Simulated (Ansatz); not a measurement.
# H₅NOSSi₂: small, medium and large basis sets

Aim: see how fast density functionals converge with the basis set for H₅NOSSi₂.

The runs use Ansatz 0.2.0, Gaussian basis; one geometry, several basis sets.

The runs, in order: PBE0-D4/def2-SVP; ωB97M-V/def2-SVP; PBE0-D4/def2-QZVPP; ωB97M-V/def2-QZVPP; the functionals' def2-TZVPP values are taken from earlier runs.

## Step 1: The relaxed structure

All runs share one geometry, relaxed beforehand with PBE0-D4 in a triple-zeta def2 set.

10 atoms, charge 0, spin multiplicity 1.

Atoms are counted from 1 here; the program's logs count them from 0.

Bond lengths: S1–Si2 2.117 Å, S1–H6 1.345 Å, Si2–N3 1.726 Å, Si2–O5 1.670 Å, Si2–H7 1.479 Å, N3–Si4 1.729 Å, N3–H8 1.002 Å, Si4–O5 1.671 Å, Si4–H9 1.485 Å, Si4–H10 1.483 Å. Angles: Si2–S1–H6 94.0°, S1–Si2–N3 117.5°, S1–Si2–O5 116.3°, S1–Si2–H7 103.7°, N3–Si2–O5 88.2°, N3–Si2–H7 118.1°, O5–Si2–H7 113.3°, Si2–N3–Si4 89.9°, Si2–N3–H8 134.0°, Si4–N3–H8 136.0° and more.

Geometry (Å):

```xyz
10
charge 0, multiplicity 1
S    -2.6498    0.5713   -0.0938
Si   -0.8066   -0.0999    0.7011
N     0.2371   -0.9900   -0.3458
Si    1.4563    0.2207   -0.1533
O     0.3991    1.0468    0.8435
H    -2.1028    1.0155   -1.2390
H    -1.1857   -0.7130    1.9926
H     0.1356   -1.8328   -0.8787
H     1.8230    0.9808   -1.3748
H     2.6938   -0.1995    0.5483
```

## Step 2: PBE0-D4 in def2-SVP

Input file in.yaml:

```yaml
crystal:
  periodic: [false, false, false]
  atoms:
    - {symbol: S, position_ang: [-2.649798, 0.571281, -0.093789]}
    - {symbol: Si, position_ang: [-0.806615, -0.099867, 0.701095]}
    - {symbol: N, position_ang: [0.237073, -0.989960, -0.345847]}
    - {symbol: Si, position_ang: [1.456276, 0.220680, -0.153339]}
    - {symbol: O, position_ang: [0.399136, 1.046828, 0.843472]}
    - {symbol: H, position_ang: [-2.102763, 1.015529, -1.239007]}
    - {symbol: H, position_ang: [-1.185687, -0.713030, 1.992579]}
    - {symbol: H, position_ang: [0.135597, -1.832772, -0.878669]}
    - {symbol: H, position_ang: [1.822973, 0.980808, -1.374817]}
    - {symbol: H, position_ang: [2.693797, -0.199497, 0.548332]}
basis:
  gaussian: {orbitals: def2-SVP}
hamiltonian: {xc: pbe0, dispersion: d4}
output: {orbitals: {seedname: orbitals}}
```

Command:

```
> ansatz run in.yaml --threads 4 --pin off --events-out ev --progress --plain --max-ram 10444MiB
```

Further steps of the session: ωB97M-V in def2-SVP; PBE0-D4 in def2-QZVPP; ωB97M-V in def2-QZVPP.

**Question.** What will the summary of the whole plan be? Wanted: PBE0-D4: double and triple zeta above quadruple; ωB97M-V: double and triple zeta above quadruple.

As calculated:

| quantity | value |
| --- | --- |
| PBE0-D4: double and triple zeta above quadruple | 15.28, 1.11 eV |
| ωB97M-V: double and triple zeta above quadruple | 15.29, 1.03 eV |

PBE0-D4 gains 14.17 eV from double to triple zeta, then 1.11 eV more. These are total energies; as a rule much of such shifts cancels in differences, which this series doesn't test. The LUMO of ωB97M-V is positive and keeps falling with the basis (1.98 to 1.03 eV): an unbound level that the basis holds in place.
